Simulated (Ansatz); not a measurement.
# FH6NO3Si: the cost of one run

Method: UKS PBE0/STO-3G, in Ansatz 0.2.0.

## 1. Starting point

Bond lengths: Si1–F2 2.007 Å, Si1–O3 1.615 Å, Si1–O4 1.622 Å, Si1–O5 1.628 Å, Si1–N7 2.120 Å, O3–H8 0.954 Å, O4–H9 0.954 Å, O5–H10 0.952 Å, N7–H11 1.005 Å, N7–H12 1.005 Å. Angles (14 of 16 angles, heavy atoms first): F2–Si1–O3 86.5°, F2–Si1–O4 86.3°, F2–Si1–O5 161.5°, F2–Si1–N7 68.3°, O3–Si1–O4 124.7°, O3–Si1–O5 101.1°, O3–Si1–N7 112.5°, O4–Si1–O5 102.7°, O4–Si1–N7 115.1°, O5–Si1–N7 93.2°, Si1–O3–H8 119.6°, Si1–O4–H9 118.2°, Si1–O5–H10 118.6°, Si1–N7–H11 113.6°.

As a file:

```xyz
12

Si   -0.1897    0.5276    0.0134
F     1.6805   -0.1466    0.2896
O    -0.0759    1.1556    1.4967
O     0.3763    1.2321   -1.3330
O    -1.8009    0.5585   -0.2160
H     1.1595   -1.2325    0.2131
N    -0.1114   -1.5910    0.0198
H     0.7648    1.1493    1.9470
H     1.3217    1.2703   -1.4579
H    -2.1524    1.1156   -0.9036
H    -0.6144   -2.0104    0.7815
H    -0.3580   -2.0285   -0.8507
```

## 2. A restrained relaxation towards end A

Springs on the bonds that form and break draw the guess towards this end; the thresholds are loose.

Contents of input.yaml:

```yaml
crystal:
  periodic: [false, false, false]
  atoms:
    - { symbol: Si, position_ang: [-0.1897, 0.5276, 0.0134] }
    - { symbol: F, position_ang: [1.6805, -0.1466, 0.2896] }
    - { symbol: O, position_ang: [-0.0759, 1.1556, 1.4967] }
    - { symbol: O, position_ang: [0.3763, 1.2321, -1.333] }
    - { symbol: O, position_ang: [-1.8009, 0.5585, -0.216] }
    - { symbol: H, position_ang: [1.1595, -1.2325, 0.2131] }
    - { symbol: "N", position_ang: [-0.1114, -1.591, 0.0198] }
    - { symbol: H, position_ang: [0.7648, 1.1493, 1.947] }
    - { symbol: H, position_ang: [1.3217, 1.2703, -1.4579] }
    - { symbol: H, position_ang: [-2.1524, 1.1156, -0.9036] }
    - { symbol: H, position_ang: [-0.6144, -2.0104, 0.7815] }
    - { symbol: H, position_ang: [-0.358, -2.0285, -0.8507] }
magnetization:
  spin_polarized: true
basis:
  gaussian: { orbitals: STO-3G }
hamiltonian:
  xc: pbe0
relax:
  f_tol: 0.15
  max_steps: 25
  restrain:
    - { distance: [0, 6], at: 3.12, k: 30.0 }
    - { distance: [5, 1], at: 2.18, k: 30.0 }
    - { distance: [0, 1], at: 1.68, k: 30.0 }
    - { distance: [5, 6], at: 1.02, k: 30.0 }
```

Command:

```sh
$ ansatz run input.yaml --threads 1 --pin off --max-ram 2048MiB --backend cpu --events-out ev --progress --plain --runs-dir out
```

**Question.** How long does this run take on 1 thread of Intel Xeon Platinum 8488C (Sapphire Rapids), shared host, and how much memory does it need?

About 72 s, with a peak of 0.2 GiB.
